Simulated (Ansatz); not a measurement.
# TePtSe3: the cost of one run

Computed with Ansatz 0.2.0 (DFT PBE, scalar-relativistic, plane waves, PAW, unless a step's input says otherwise).

## 1. The structure to begin with

The structure is tetragonal, space group P4mm (No. 99). Conventional cell: a = 5.517 Å, b = 5.517 Å, c = 4.489 Å, α = 90.00°, β = 90.00°, γ = 90.00°. Te (site symmetry 4mm) has 1 Se at 1.88 Å as nearest neighbours. Pt (site symmetry 4mm) is surrounded by 4 Se at 2.83 Å. Se (site symmetry 4mm) is surrounded by 1 Te at 1.88 Å. Around Se (site symmetry 2mm) lie 2 Pt at 2.83 Å and 2 Te at 2.97 Å.

Structure file:

```xyz
5
Lattice="5.5166 0.0000 0.0000 0.0000 5.5166 0.0000 0.0000 0.0000 4.4887" Properties=species:S:1:pos:R:3 pbc="T T T"
Te    0.0000    0.0000    3.8697
Pt    2.7583    2.7583    1.0907
Se    0.0000    0.0000    1.9921
Se    0.0000    2.7583    0.4691
Se    2.7583    0.0000    0.4691
```

A structure generator made this guess: random cell by space group and Wyckoff sites (P4mm, No. 99). Its size is a rough estimate.

## 2. A first look at the guess

input.yaml

```yaml
crystal:
  lattice:
    - [5.51663509, 0.0, 0.0]
    - [0.0, 5.51663509, 0.0]
    - [0.0, 0.0, 4.48874575]
  atoms:
    - { symbol: Te, position: [0.0, 0.0, 0.86207825] }
    - { symbol: Pt, position: [0.5, 0.5, 0.24297871] }
    - { symbol: Se, position: [0.0, 0.0, 0.44379384] }
    - { symbol: Se, position: [0.0, 0.5, 0.10449777] }
    - { symbol: Se, position: [0.5, 0.0, 0.10449777] }
basis:
  ecutwfc: 420
kpoints:
  mp_grid: { grid: [4, 4, 4] }
hamiltonian:
  xc: pbe
scf:
  occupations: { method: gaussian, width: 0.1 }
  lower_state_search: "off"
output:
  forces: true
  stress: true
  eigenvalues: true
```

Launch:

```console
$ ansatz run input.yaml --threads 1 --pin off --max-ram 2560MiB --backend cpu --events-out ev --progress --plain --runs-dir out
```

**Question.** How long does this run take on 1 thread of Intel Xeon 6975P-C (Granite Rapids), shared host, and how much memory does it need?

About 5.1 s, with a peak of 0.47 GiB.
